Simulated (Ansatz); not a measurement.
# AsF3GaH3: the cost of one run

Program: Ansatz 0.2.0, Gaussian basis. Level of theory: the settings change from run to run. These are calculated values, not measurements.

## Step 1: The geometry

The geometry comes from an earlier relaxation with PBE0-D4 in a triple-zeta def2 set; it is a stationary point, not always the lowest conformer.

8 atoms, charge 0, spin multiplicity 1.

Atoms are counted from 1 here; the program's logs count them from 0.

Bond lengths: F1–Ga2 1.752 Å, Ga2–F3 1.752 Å, Ga2–F4 1.752 Å, Ga2–As5 2.581 Å, As5–H6 1.502 Å, As5–H7 1.502 Å, As5–H8 1.502 Å. Angles: F1–Ga2–F3 117.1°, F1–Ga2–F4 117.2°, F1–Ga2–As5 99.9°, F3–Ga2–F4 117.2°, F3–Ga2–As5 99.8°, F4–Ga2–As5 99.7°, Ga2–As5–H6 118.2°, Ga2–As5–H7 118.0°, Ga2–As5–H8 118.1°, H6–As5–H7 99.6°, H6–As5–H8 99.6°, H7–As5–H8 99.6°.

## Step 2: B97/def2-mTZVPP

This run has multiplicity 3.

in.yaml reads:

```yaml
crystal:
  periodic: [false, false, false]
  atoms:
    - {symbol: F, position_ang: [-0.086591, -1.747487, 1.722947]}
    - {symbol: Ga, position_ang: [0.746680, -1.216795, 0.275635]}
    - {symbol: F, position_ang: [2.353606, -0.547723, 0.478321]}
    - {symbol: F, position_ang: [0.430371, -2.106013, -1.200948]}
    - {symbol: As, position_ang: [-0.568209, 0.945773, -0.228250]}
    - {symbol: H, position_ang: [-1.672392, 1.340484, 0.710006]}
    - {symbol: H, position_ang: [-1.304068, 1.035336, -1.534291]}
    - {symbol: H, position_ang: [0.192804, 2.239425, -0.279220]}
basis:
  gaussian: {orbitals: def2-mTZVPP}
magnetization: {spin_polarized: true, initial_magnetization: 2}
hamiltonian: {xc: {name: B97}}
output: {forces: true}
```

Command:

```bash
$ ansatz run in.yaml --threads 4 --pin off --events-out ev --progress --plain --max-ram 10444MiB
```

What time and memory should one allow on 4 threads of Arm Neoverse V2, shared host?

About 2.7 min, with a peak of 1 GiB.
